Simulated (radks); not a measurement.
# Ni²⁺ in [Ar] 3d8: an all-electron calculation

The task here is to estimate one member of a computed series from the others.

Method: Dirac Kohn-Sham, LDA (Slater exchange, Perdew-Zunger correlation), spin-unpolarised, spherical densities, finite nucleus; open shells fill j = l - 1/2 first. Code: radks (a radial shooting solver on a logarithmic mesh, Libxc functionals) version 1.

**What is computed**

- element: nickel (Z = 28)
- charge: +2
- electrons: 26
- configuration: [Ar] 3d8
- nuclear rms radius: 3.7757 fm

Set-up of the first run:

Input:

```text
Z 28
configuration [Ar] 3d8 4s0 4p0
relativity Dirac
functional lda,pz
spin unpolarised
j_filling energy
nucleus finite rms 3.7757 fm
c 137.035999084
```

One table of the session follows, with a row left open; its other results are not shown here.

It belongs to the step «Orbitals and density». Sizes of the orbitals, from the radial functions (bohr):

| level | <r> | outermost maximum (interpolated) | 90 % within | nodes |
| --- | --- | --- | --- | --- |
| 1s1/2 | 0.05417 | 0.0355 | 0.0968 | 0 |
| 2s1/2 | ? | ? | ? | ? |
| 2p1/2 | 0.2133 | 0.163 | 0.350 | 0 |
| 2p3/2 | 0.2165 | 0.166 | 0.354 | 0 |
| 3s1/2 | 0.7421 | 0.640 | 1.11 | 2 |
| 3p1/2 | 0.7731 | 0.642 | 1.20 | 1 |
| 3p3/2 | 0.7833 | 0.650 | 1.21 | 1 |
| 3d3/2 | 0.9654 | 0.626 | 1.68 | 0 |
| 3d5/2 | 0.9712 | 0.629 | 1.69 | 0 |
| 4s1/2 | 2.320 | 2.01 | 3.42 | 3 |
| 4p1/2 | 2.768 | 2.36 | 4.12 | 2 |
| 4p3/2 | 2.794 | 2.39 | 4.16 | 2 |

**Question.** Estimate the row for 2s1/2.

**Answer.** <r>: 0.2452; outermost maximum (interpolated): 0.205; 90 % within: 0.380; nodes: 1. In the column «<r>» it lies between 2p3/2 (0.2165) and 3s1/2 (0.7421).

Limits of these values: Spin polarisation and multiplet splitting are left out.
